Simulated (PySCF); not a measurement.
# CH7FSi2: the cost of one run

Computed with PySCF 2.14.0, with density-fitted response routines of our own, on a single molecule in the gas phase. Atoms are numbered from 0 throughout.

## 1. The starting structure

11 atoms, charge 0, multiplicity 1; geometry from: GFN2-xTB. The atoms were then displaced at random by about 0.01 Å, so the start is not that level's minimum.

Bonds of the start (Å): F0–Si1 1.59, Si1–C2 1.90, C2–Si3 1.86, Si1–H4 1.46, Si1–H5 1.46, C2–H6 1.08, C2–H7 1.08, Si3–H8 1.49, Si3–H9 1.49, Si3–H10 1.46.

## 2. Optimising the geometry at PBE0-D3(BJ)/def2-SVP

The job: settings as JSON, then the geometry in Å.

```
{"job": {"xc": "PBE0", "basis": "def2-SVP", "d3": "d3bj", "grid": 1, "shake": 0.01, "kind": "geom"}, "charge": 0, "multiplicity": 1}
F      1.612170     1.677110    -0.122400
Si     1.596660     0.114680     0.177930
C     -0.024640    -0.608420    -0.509380
Si    -1.567640     0.188790     0.166920
H      2.785340    -0.376530    -0.523410
H      1.700560     0.032300     1.627370
H      0.007140    -0.511930    -1.587280
H     -0.010680    -1.670520    -0.298890
H     -1.660300     0.010160     1.642990
H     -2.753490    -0.487940    -0.435560
H     -1.647010     1.606470    -0.153960
```

Started as:

```sh
> OMP_NUM_THREADS=1 python probes_run.py task.json out
```

This one command runs all jobs of the session in turn.

Q: Estimate the wall time and peak memory of this first job on 1 thread of Arm Neoverse V2, shared host.

About 15 s, with a peak of 0.41 GiB.
